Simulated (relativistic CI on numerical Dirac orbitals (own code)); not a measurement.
# Er XV (Er¹⁴⁺): levels and lines

The task is the spectrum of Er¹⁴⁺: levels, purity of their labels, lifetimes and lines; further runs change one setting each.

Program: relativistic CI on numerical Dirac orbitals (own code) version 3. Level of theory: Dirac-Coulomb-Breit CI, KLI orbitals optimised for each configuration, model QED (radiative potential, 1s self-energy scaled to tabulated hydrogen-like ionisation energies). These are calculated values, not measurements, unless marked.

## (1) Starting point

* ion: Er¹⁴⁺ (Er XV)
* nuclear charge: 68
* electrons: 54
* isotope: A = 166
* first configuration typed: [Kr] 4d10 4f7 5s

Outer shells as boxes (Hund's rule):

first configuration typed
```
[Kr] core
4d [↑↓][↑↓][↑↓][↑↓][↑↓]
4f [↑ ][↑ ][↑ ][↑ ][↑ ][↑ ][↑ ]
5s [↑ ]
```

## (2) CI with the chosen configurations

Settings of the run:

```ini
atom Er  Z=68  charge=14  electrons=54
nucleus A=166  rms_radius_fm=5.2516
hamiltonian dirac-coulomb  breit=on  qed=on  c_scale=1
orbitals kli  potential=per-configuration
slater_scale 1
correlation none
mixing on
configurations
  [Kr] 4d10 4f7 5s
  [Kr] 4d10 4f8
  [Kr] 4d10 4f6 5s2
  [Kr] 4d10 4f7 5p
  [Kr] 4d10 4f5 5s2 5p
  [Kr] 4d10 4f6 5s 5p
  [Kr] 4d10 4f5 5s2 6s
  [Kr] 4d10 4f6 5s 6s
  [Kr] 4d10 4f5 5s 6s2
end
```

From the run's result record (rounded, not every field):

```text
status: converged
levels [i, E_cm, J2, conf, term, w_term, jj, w_jj, g, tau_s, breit_cm, qed_cm]:
  - [0, 0, 8, "4f7 5s", "9S*", 0.9663, "4f5/2^3 4f7/2^4 5s", 0.3374, 1.992, "-", 0, 0]
  - [1, 22874.68, 0, "4f6 5s2", "7F", 0.8663, "4f5/2^4 4f7/2^2", 0.5395, "-", "-", 3272, 1560]
  - [2, 24081.919, 2, "4f6 5s2", "7F", 0.899, "4f5/2^3 4f7/2^3", 0.4068, 1.497, 5.697, 3087, 1572]
  - [3, 25968.73, 4, "4f6 5s2", "7F", 0.9325, "4f5/2^4 4f7/2^2", 0.5023, 1.495, 1.304, 2831, 1586]
  - [4, 28185.362, 6, "4f6 5s2", "7F", 0.954, "4f5/2^3 4f7/2^3", 0.4524, 1.494, 0.8212, 2551, 1599]
  - [5, 30534.288, 8, "4f6 5s2", "7F", 0.9605, "4f5/2^3 4f7/2^3", 0.4435, 1.492, 0.7968, 2263, 1611]
  - [6, 32895.164, 10, "4f6 5s2", "7F", 0.9521, "4f5/2^3 4f7/2^3", 0.3984, 1.49, 1.06, 1973, 1620]
  - [7, 35171.669, 12, "4f6 5s2", "7F", 0.9283, "4f5/2^3 4f7/2^3", 0.3554, 1.487, 2.151, 1681, 1626]
  - [8, 36912.088, 6, "4f7 5s", "7S*", 0.9455, "4f5/2^4 4f7/2^3 5s", 0.3334, 1.984, 1.998, 89.05, -4.803]
  - [9, 51747.85, 0, "4f6 5s2", "5D", 0.6528, "4f5/2^6", 0.5438, "-", 0.006761, 3637, 1537]
  - [10, 56559.731, 2, "4f6 5s2", "5D", 0.7974, "4f5/2^5 4f7/2", 0.4922, 1.488, 0.007177, 3171, 1570]
  - [11, 59812.345, 8, "4f7 5s", "7P*", 0.7134, "4f5/2^5 4f7/2^2 5s", 0.3389, 1.713, 0.004053, 450.5, -25.02]
  - [12, 61054.935, 6, "4f7 5s", "7P*", 0.7761, "4f5/2^4 4f7/2^3 5s", 0.4084, 1.87, 0.004866, 346.6, -14.89]
  - [13, 62178.968, 4, "4f7 5s", "7P*", 0.8619, "4f5/2^4 4f7/2^3 5s", 0.3947, 2.282, 0.0396, 225.8, -6.579]
  - [14, 62603.214, 4, "4f6 5s2", "5D", 0.8892, "4f5/2^4 4f7/2^2", 0.4604, 1.483, 0.007828, 2700, 1600]
  - [15, 65147.029, 6, "4f7 5s", "7I*", 0.9166, "4f5/2^4 4f7/2^3 5s", 0.3313, 0.2702, 26.84, 255, -13.02]
  - [16, 65471.858, 18, "4f7 5s", "7I*", 0.9524, "4f5/2^3 4f7/2^4 5s", 0.3586, 1.327, "-", -978.3, -0.9821]
  - [17, 65631.352, 8, "4f7 5s", "7I*", 0.9315, "4f5/2^4 4f7/2^3 5s", 0.3407, 0.7592, 9.601, 66.65, -7.44]
  - [18, 66076.72, 10, "4f7 5s", "7I*", 0.9462, "4f5/2^4 4f7/2^3 5s", 0.3615, 1.003, 15.91, -145.8, -2.161]
  - [19, 66234.873, 16, "4f7 5s", "7I*", 0.9652, "4f5/2^3 4f7/2^4 5s", 0.4129, 1.287, 38.08, -803.6, 3.988]
  - [20, 66262.458, 12, "4f6 5s2", "5L", 0.8024, "4f5/2^5 4f7/2", 0.3273, 0.7592, 0.2899, 2541, 1572]
  - [21, 66395.502, 12, "4f7 5s", "7I*", 0.9586, "4f5/2^3 4f7/2^4 5s", 0.3915, 1.142, 46.54, -370.5, 2.109]
  - [22, 66487.006, 14, "4f7 5s", "7I*", 0.9657, "4f5/2^3 4f7/2^4 5s", 0.4408, 1.229, 119, -594, 4.463]
  - [23, 69206.269, 14, "4f6 5s2", "5L", 0.8932, "4f5/2^4 4f7/2^2", 0.4894, 0.9233, 0.7137, 1988, 1597]
  - [24, 69229.957, 6, "4f6 5s2", "5D", 0.8862, "4f5/2^3 4f7/2^3", 0.4561, 1.464, 0.01021, 2228, 1623]
  - [25, 71362.499, 12, "4f6 5s2", "5G", 0.4962, "4f5/2^4 4f7/2^2", 0.4156, 1.239, 0.00991, 2271, 1588]
  - [26, 71439.356, 4, "4f6 5s2", "5G", 0.8614, "4f5/2^4 4f7/2^2", 0.378, 0.3852, 0.02138, 2750, 1589]
  - [27, 71509.179, 16, "4f6 5s2", "5L", 0.9271, "4f5/2^3 4f7/2^3", 0.5699, 1.043, 1.095, 1510, 1612]
  - [28, 71793.28, 10, "4f6 5s2", "5G", 0.5654, "4f5/2^4 4f7/2^2", 0.4775, 1.184, 0.009979, 2371, 1592]
  - [29, 72031.61, 6, "4f6 5s2", "5G", 0.713, "4f5/2^3 4f7/2^3", 0.5007, 0.8563, 0.01192, 2594, 1596]
  - [30, 72127.327, 8, "4f6 5s2", "5G", 0.6401, "4f5/2^3 4f7/2^3", 0.4014, 1.068, 0.01176, 2437, 1597]
  - [31, 73155.309, 10, "4f7 5s", "7D*", 0.9113, "4f5/2^4 4f7/2^3 5s", 0.3956, 1.585, 0.002366, -25.25, -6.643]
  - [32, 73176.743, 18, "4f6 5s2", "5L", 0.9326, "4f5/2^3 4f7/2^3", 0.5317, 1.128, 2.618, 1085, 1620]
  - [33, 73857.15, 20, "4f6 5s2", "5L", 0.8934, "4f5/2^3 4f7/2^3", 0.4144, 1.187, 21.75, 751.5, 1619]
  - [34, 74887.745, 2, "4f7 5s", "7D*", 0.9602, "4f5/2^3 4f7/2^4 5s", 0.4552, 2.964, 0.0078, 76.45, 6.601]
  - "... 365 more rows left out ..."
lines, the strongest and those to the lowest levels [upper, lower, type, S_au, A_per_s, branching]:
  - [2, 1, "M1", 11.1, 0.1755, 1]
  - [3, 2, "M1", 21.16, 0.7669, 1]
  - [8, 0, "M1", 0.002577, 0.4994, 0.9979]
  - [9, 2, "M1", 0.2589, 147.9, 1]
  - [10, 1, "M1", 0.02719, 9.342, 0.06705]
  - [11, 0, "M1", 0.3522, 225.9, 0.9154]
  - [12, 0, "M1", 0.2073, 181.8, 0.8847]
  - [15, 0, "M1", 2.052e-05, 0.02187, 0.5869]
  - [17, 0, "M1", 8.218e-05, 0.06963, 0.6685]
  - [26, 2, "M1", 0.02942, 16.86, 0.3604]
  - [35, 0, "M1", 0.03542, 45.52, 0.1269]
  - [37, 0, "M1", 0.02096, 35.5, 0.1432]
  - [45, 2, "M1", 0.04489, 55.4, 0.4639]
  - [61, 6, "E1", 2.57e-05, 847.3, 0.7221]
  - [77, 7, "E1", 3.829e-05, 1183, 0.9775]
  - [105, 5, "E1", 1.271e-05, 1386, 0.8917]
  - [191, 6, "E1", 1.196e-05, 1451, 0.5176]
  - [200, 6, "E1", 1.29e-05, 1618, 0.7655]
  - [213, 5, "E1", 1.088e-05, 1915, 0.6792]
  - [215, 4, "E1", 5.711e-06, 1411, 0.4684]
  - [221, 6, "E1", 5.889e-06, 694.7, 0.1172]
  - [221, 7, "E1", 4.525e-05, 4948, 0.835]
  - [233, 6, "E1", 6.26e-06, 945.6, 0.5257]
  - [244, 7, "E1", 1.291e-05, 1918, 0.6443]
  - [253, 31, "E1", 2.554e-05, 739.4, 0.4646]
  - [265, 32, "E1", 2.317e-05, 436.4, 0.764]
  - [287, 39, "E1", 4.021e-05, 881.6, 0.6015]
  - [291, 53, "E1", 4.01e-05, 447.2, 0.5016]
n_levels_all: 9674
total_energy [Ha]: -13009.056963
configurations [conf, odd, states, E_av_cm, breit_Ha, qed_Ha, corr_Ha]:
  - ["4f7 5s", 1, 6864, 170893, 12.76, 8.612, "-"]
  - ["4f8", 0, 3003, 243962, 12.75, 8.605, "-"]
  - ["4f6 5s2", 0, 3003, 145011, 12.78, 8.62, "-"]
  - ["4f7 5p", 0, 20592, 464106, 12.77, 8.606, "-"]
  - ["4f5 5s2 5p", 0, 12012, 428456, 12.79, 8.621, "-"]
  - ["4f6 5s 5p", 1, 36036, 421311, 12.78, 8.614, "-"]
  - ["4f5 5s2 6s", 1, 4004, 1.2353e+06, 12.78, 8.624, "-"]
  - ["4f6 5s 6s", 0, 12012, 1.2004e+06, 12.77, 8.616, "-"]
  - ["4f5 5s 6s2", 1, 4004, 2.34725e+06, 12.78, 8.62, "-"]
radial 4f7 5s [Ha, bohr]: {"<r^-3>(4f)": 15.156, "<r^1>(4f)": 0.60802, "<r^2>(4f)": 0.43747, "<r^4>(4f)": 0.34923, "<r^6>(4f)": 0.44923, "F2(4f,4f)": 0.75291, "F4(4f,4f)": 0.48187, "F6(4f,4f)": 0.34952, "zeta(4f)": 0.014007, "<r^1>(5s)": 1.0402, "<r^2>(5s)": 1.2039, "<r^4>(5s)": 1.9867, "G3(4f,5s)": 0.14914}
radial 4f8 [Ha, bohr]: {"<r^-3>(4f)": 14.707, "<r^1>(4f)": 0.61685, "<r^2>(4f)": 0.45068, "<r^4>(4f)": 0.37067, "<r^6>(4f)": 0.48893, "F2(4f,4f)": 0.73999, "F4(4f,4f)": 0.47308, "F6(4f,4f)": 0.34298, "zeta(4f)": 0.013434}
ionisation_energy [eV]: 302.264
```

Run time: 28 s. Hardware: 1 thread, shared host.

Lowest levels:

```csv
level,energy (cm⁻¹),LS purity (%),jj purity (%),radiative lifetime (s)
4f7 5s 9S°4,0.0,97,34,-
4f6 5s2 7F0,22875,87,54,-
4f6 5s2 7F1,24082,90,41,5.7
4f6 5s2 7F2,25969,93,50,1.3
4f6 5s2 7F3,28185,95,45,0.82
4f6 5s2 7F4,30534,96,44,0.8
4f6 5s2 7F5,32895,95,40,1.1
4f6 5s2 7F6,35172,93,36,2.2
4f7 5s 7S°3,36912,95,33,2
4f6 5s2 5D0,51748,65,54,0.0068
4f6 5s2 5D1,56560,80,49,0.0072
4f7 5s 7P°4,59812,71,34,0.0041
4f7 5s 7P°3,61055,78,41,0.0049
4f7 5s 7P°2,62179,86,39,0.04
```

Where the configurations lie:

```csv
configuration,levels among the lowest 60,parity,lowest (cm⁻¹),highest (cm⁻¹)
4f7 5s,21,odd,0.0,91364
4f6 5s2,39,even,22875,90752
```

Strongest E1 lines among the lowest 400 of 9674 levels, by gA:

| upper | lower | wavelength (nm) | A (1/s) |
| --- | --- | --- | --- |
| 4f7 5s 5G°6 (iii) | 4f6 5s2 7F6 | 112.5 | 4.95e+03 |
| 4f7 5s 5F°5 + 5G° | 4f6 5s2 7F6 | 107.4 | 1.92e+03 |
| 4f7 5s 5G°5 + 5I° (iii) | 4f6 5s2 7F5 | 113.7 | 1.62e+03 |
| 4f7 5s 7G°7 | 4f6 5s2 7F6 | 163.5 | 1.18e+03 |
| 4f7 5s 5G°4 (iii) | 4f6 5s2 7F4 | 108.5 | 1.92e+03 |
| 4f7 5s 5G°5 + 5F° (ii) | 4f6 5s2 7F5 | 114.9 | 1.45e+03 |
| 4f7 5s 5H°7 (iii) | 4f6 5s2 5H7 | 183.3 | 882 |
| 4f7 5s 7G°6 + 7F° | 4f6 5s2 7F5 | 167.8 | 847 |
| 4f7 5s 3H°5 + 5G° | 4f6 5s2 7F5 | 106.8 | 946 |
| 4f7 5s 5G°3 + 5F° (iii) | 4f6 5s2 7F3 | 105.4 | 1.41e+03 |

## (3) Slater integrals scaled by 0.9

Settings: those of step 2 with these lines changed.

```diff
@@ -4,3 +4,3 @@
 orbitals kli  potential=per-configuration
-slater_scale 1
+slater_scale 0.9
 correlation none
```

From the record:

```text
status: converged
levels [i, E_cm, J2, conf, term, w_term, w_jj]:
  - [0, 0, 8, "4f7 5s", "9S*", 0.9585, 0.3313]
  - [1, 16784.534, 0, "4f6 5s2", "7F", 0.8316, 0.5333]
  - [2, 18149.922, 2, "4f6 5s2", "7F", 0.8767, 0.4256]
  - [3, 20171.702, 4, "4f6 5s2", "7F", 0.9196, 0.5168]
  - [4, 22460.183, 6, "4f6 5s2", "7F", 0.9456, 0.4471]
  - [5, 24819.182, 8, "4f6 5s2", "7F", 0.9527, 0.4425]
  - [6, 27133.864, 10, "4f6 5s2", "7F", 0.9417, 0.4009]
  - [7, 29304.165, 12, "4f6 5s2", "7F", 0.9117, 0.3593]
  - [8, 33111.214, 6, "4f7 5s", "7S*", 0.9327, 0.3402]
  - [9, 42335.71, 0, "4f6 5s2", "5D", 0.5874, 0.5392]
  - [10, 47401.647, 2, "4f6 5s2", "5D", 0.7619, 0.4698]
  - [11, 53277.485, 8, "4f7 5s", "7P*", 0.6694, 0.3344]
  - [12, 53455.573, 4, "4f6 5s2", "5D", 0.87, 0.455]
  - [13, 54630.801, 6, "4f7 5s", "7P*", 0.7421, 0.4142]
  - [14, 55828.294, 4, "4f7 5s", "7P*", 0.8384, 0.4052]
  - [15, 56048.692, 12, "4f6 5s2", "5L", 0.7468, 0.3876]
  - "... 384 more rows left out ..."
n_levels_all: 9674
total_energy [Ha]: -13008.980943
configurations [conf, odd, states, E_av_cm, breit_Ha, qed_Ha, corr_Ha]:
  - ["4f7 5s", 1, 6864, 154208, 12.76, 8.612, "-"]
  - ["4f8", 0, 3003, 227277, 12.75, 8.605, "-"]
  - ["4f6 5s2", 0, 3003, 128326, 12.78, 8.62, "-"]
  - ["4f7 5p", 0, 20592, 447422, 12.77, 8.606, "-"]
  - ["4f5 5s2 5p", 0, 12012, 411772, 12.79, 8.621, "-"]
  - ["4f6 5s 5p", 1, 36036, 404626, 12.78, 8.614, "-"]
  - ["4f5 5s2 6s", 1, 4004, 1.21862e+06, 12.78, 8.624, "-"]
  - ["4f6 5s 6s", 0, 12012, 1.18372e+06, 12.77, 8.616, "-"]
  - ["4f5 5s 6s2", 1, 4004, 2.33056e+06, 12.78, 8.62, "-"]
ionisation_energy [eV]: 302.088
```

Run time: 27 s. Hardware: 1 thread, shared host.

How the levels moved (cm⁻¹, from the main run's lowest level):

| level | main run | shift |
| --- | --- | --- |
| 4f6 5s2 7F0 | 22875 | -6090.1 |
| 4f6 5s2 7F1 | 24082 | -5932.0 |
| 4f6 5s2 7F2 | 25969 | -5797.0 |
| 4f6 5s2 7F3 | 28185 | -5725.2 |
| 4f6 5s2 7F4 | 30534 | -5715.1 |
| 4f6 5s2 7F5 | 32895 | -5761.3 |
| 4f6 5s2 7F6 | 35172 | -5867.5 |
| 4f7 5s 7S°3 | 36912 | -3800.9 |
| 4f6 5s2 5D0 | 51748 | -9412.1 |
| 4f6 5s2 5D1 | 56560 | -9158.1 |
| 4f7 5s 7P°4 | 59812 | -6534.9 |
| 4f7 5s 7P°3 | 61055 | -6424.1 |

## (4) Without configuration mixing

Settings: those of step 3 with these lines changed.

```diff
@@ -4,5 +4,5 @@
 orbitals kli  potential=per-configuration
-slater_scale 0.9
+slater_scale 1
 correlation none
-mixing on
+mixing off
 configurations
```

From the record:

```text
status: converged
levels [i, E_cm, J2, conf, term, w_term, w_jj]:
  - [0, 0, 8, "4f7 5s", "9S*", 0.9663, 0.3374]
  - [1, 23385.053, 0, "4f6 5s2", "7F", 0.8689, 0.5408]
  - [2, 24588.665, 2, "4f6 5s2", "7F", 0.9014, 0.4082]
  - [3, 26472.837, 4, "4f6 5s2", "7F", 0.9348, 0.5029]
  - [4, 28689.07, 6, "4f6 5s2", "7F", 0.9563, 0.4534]
  - [5, 31040.488, 8, "4f6 5s2", "7F", 0.9628, 0.4446]
  - [6, 33407.588, 10, "4f6 5s2", "7F", 0.9546, 0.3994]
  - [7, 35696.53, 12, "4f6 5s2", "7F", 0.931, 0.3563]
  - [8, 36912.442, 6, "4f7 5s", "7S*", 0.9455, 0.3334]
  - [9, 52319.797, 0, "4f6 5s2", "5D", 0.657, 0.5435]
  - [10, 57107.404, 2, "4f6 5s2", "5D", 0.8004, 0.4928]
  - [11, 59829.32, 8, "4f7 5s", "7P*", 0.7135, 0.3389]
  - [12, 61069.48, 6, "4f7 5s", "7P*", 0.7761, 0.4084]
  - [13, 62192.93, 4, "4f7 5s", "7P*", 0.8619, 0.3947]
  - [14, 63138.901, 4, "4f6 5s2", "5D", 0.8916, 0.4621]
  - [15, 65153.841, 6, "4f7 5s", "7I*", 0.9167, 0.3313]
  - "... 384 more rows left out ..."
n_levels_all: 9674
total_energy [Ha]: -13009.056961
configurations [conf, odd, states, E_av_cm, breit_Ha, qed_Ha, corr_Ha]:
  - ["4f7 5s", 1, 6864, 170892, 12.76, 8.612, "-"]
  - ["4f8", 0, 3003, 243961, 12.75, 8.605, "-"]
  - ["4f6 5s2", 0, 3003, 145010, 12.78, 8.62, "-"]
  - ["4f7 5p", 0, 20592, 464106, 12.77, 8.606, "-"]
  - ["4f5 5s2 5p", 0, 12012, 428455, 12.79, 8.621, "-"]
  - ["4f6 5s 5p", 1, 36036, 421310, 12.78, 8.614, "-"]
  - ["4f5 5s2 6s", 1, 4004, 1.2353e+06, 12.78, 8.624, "-"]
  - ["4f6 5s 6s", 0, 12012, 1.2004e+06, 12.77, 8.616, "-"]
  - ["4f5 5s 6s2", 1, 4004, 2.34725e+06, 12.78, 8.62, "-"]
```

It took 26 s on 1 thread, shared host.

Shifts of the excitation energies against the main run, counted from its lowest level (cm⁻¹):

| level | main run | shift |
| --- | --- | --- |
| 4f6 5s2 7F0 | 22875 | +510.4 |
| 4f6 5s2 7F1 | 24082 | +506.7 |
| 4f6 5s2 7F2 | 25969 | +504.1 |
| 4f6 5s2 7F3 | 28185 | +503.7 |
| 4f6 5s2 7F4 | 30534 | +506.2 |
| 4f6 5s2 7F5 | 32895 | +512.4 |
| 4f6 5s2 7F6 | 35172 | +524.9 |
| 4f7 5s 7S°3 | 36912 | +0.4 |
| 4f6 5s2 5D0 | 51748 | +571.9 |
| 4f6 5s2 5D1 | 56560 | +547.7 |
| 4f7 5s 7P°4 | 59812 | +17.0 |
| 4f7 5s 7P°3 | 61055 | +14.5 |

## (5) One common potential

Settings: those of step 4 with these lines changed.

```diff
@@ -3,6 +3,6 @@
 hamiltonian dirac-coulomb  breit=on  qed=on  c_scale=1
-orbitals kli  potential=per-configuration
+orbitals kli  potential=mean
 slater_scale 1
 correlation none
-mixing off
+mixing on
 configurations
```

From the record:

```text
status: converged
levels [i, E_cm, J2, conf, term, w_term, w_jj]:
  - [0, 0, 8, "4f7 5s", "9S*", 0.9664, 0.3374]
  - [1, 35066.238, 0, "4f6 5s2", "7F", 0.8506, 0.5374]
  - [2, 36386.318, 2, "4f6 5s2", "7F", 0.8888, 0.4078]
  - [3, 37032.362, 6, "4f7 5s", "7S*", 0.9455, 0.3334]
  - [4, 38401.016, 4, "4f6 5s2", "7F", 0.9265, 0.5094]
  - [5, 40729.089, 6, "4f6 5s2", "7F", 0.9502, 0.4502]
  - [6, 43166.283, 8, "4f6 5s2", "7F", 0.9569, 0.4432]
  - [7, 45590.812, 10, "4f6 5s2", "7F", 0.9474, 0.3997]
  - [8, 47902.275, 12, "4f6 5s2", "7F", 0.9209, 0.3574]
  - [9, 59873.678, 8, "4f7 5s", "7P*", 0.7138, 0.3389]
  - [10, 61115.36, 6, "4f7 5s", "7P*", 0.7763, 0.4083]
  - [11, 62237.689, 4, "4f7 5s", "7P*", 0.8621, 0.3946]
  - "... 388 more rows left out ..."
n_levels_all: 9674
total_energy [Ha]: -13009.057399
configurations [conf, odd, states, E_av_cm, breit_Ha, qed_Ha, corr_Ha]:
  - ["4f7 5s", 1, 6864, 171048, 12.76, 8.612, "-"]
  - ["4f8", 0, 3003, 254583, 12.76, 8.605, "-"]
  - ["4f6 5s2", 0, 3003, 155589, 12.77, 8.619, "-"]
  - ["4f7 5p", 0, 20592, 464534, 12.77, 8.606, "-"]
  - ["4f5 5s2 5p", 0, 12012, 470444, 12.77, 8.62, "-"]
  - ["4f6 5s 5p", 1, 36036, 433452, 12.77, 8.613, "-"]
  - ["4f5 5s2 6s", 1, 4004, 1.2881e+06, 12.76, 8.622, "-"]
  - ["4f6 5s 6s", 0, 12012, 1.21915e+06, 12.76, 8.615, "-"]
  - ["4f5 5s 6s2", 1, 4004, 2.41614e+06, 12.76, 8.618, "-"]
```

Wall time 24 s (1 thread, shared host).

Shifts of the excitation energies against the main run, counted from its lowest level (cm⁻¹):

| level | main run | shift |
| --- | --- | --- |
| 4f6 5s2 7F0 | 22875 | +12191.6 |
| 4f6 5s2 7F1 | 24082 | +12304.4 |
| 4f6 5s2 7F2 | 25969 | +12432.3 |
| 4f6 5s2 7F3 | 28185 | +12543.7 |
| 4f6 5s2 7F4 | 30534 | +12632.0 |
| 4f6 5s2 7F5 | 32895 | +12695.6 |
| 4f6 5s2 7F6 | 35172 | +12730.6 |
| 4f7 5s 7S°3 | 36912 | +120.3 |
| 4f6 5s2 5D0 | 51748 | +11393.5 |
| 4f6 5s2 5D1 | 56560 | +11671.4 |
| 4f7 5s 7P°4 | 59812 | +61.3 |
| 4f7 5s 7P°3 | 61055 | +60.4 |

## (6) The runs side by side

| run | time | mean size of shift, levels followed (cm⁻¹) | lowest level | ionisation energy (eV) |
| --- | --- | --- | --- | --- |
| main run | 28 s | 0 | 4f7 5s 9S°4 | 302.26 |
| Slater integrals scaled by 0.9 | 27 s | 6352 | 4f7 5s 9S°4 | 302.09 |
| without configuration mixing | 26 s | 393 | 4f7 5s 9S°4 | - |
| one common potential | 24 s | 9236 | 4f7 5s 9S°4 | - |

The tabulated theoretical ionisation energy (NIST) is 311 eV.

## (7) Results

```
                                                                         quantity                    value
                                                                     lowest level              4f7 5s 9S°4
                                                                 first excitation  4f6 5s2 7F0, 22875 cm⁻¹
                                                 lowest level of the other parity  4f6 5s2 7F0, 22875 cm⁻¹
                                                              levels in the model                     9674
fastest E1 line (by rate) to the lowest level among the lowest 400 of 9674 levels   73.48 nm, from 4f8 7F4
                                                                ionisation energy                302.26 eV
                                  ionisation energy, tabulated theoretical (NIST)                   311 eV
```

The lowest level is 4f7 5s 9S°4, 97 % pure in LS and 34 % in jj coupling; over the low levels the means are 87 and 43 %, so LS coupling describes them better. The ionisation energy agrees with the tabulated theoretical value within its uncertainty of 16 eV. Of the changes tried, the run «one common potential» moves the low levels most, by 9236 cm⁻¹ on average. Low levels that differ in the count of f electrons can be misplaced by several ten thousand cm⁻¹. Lifetimes count radiative decay inside the model alone.
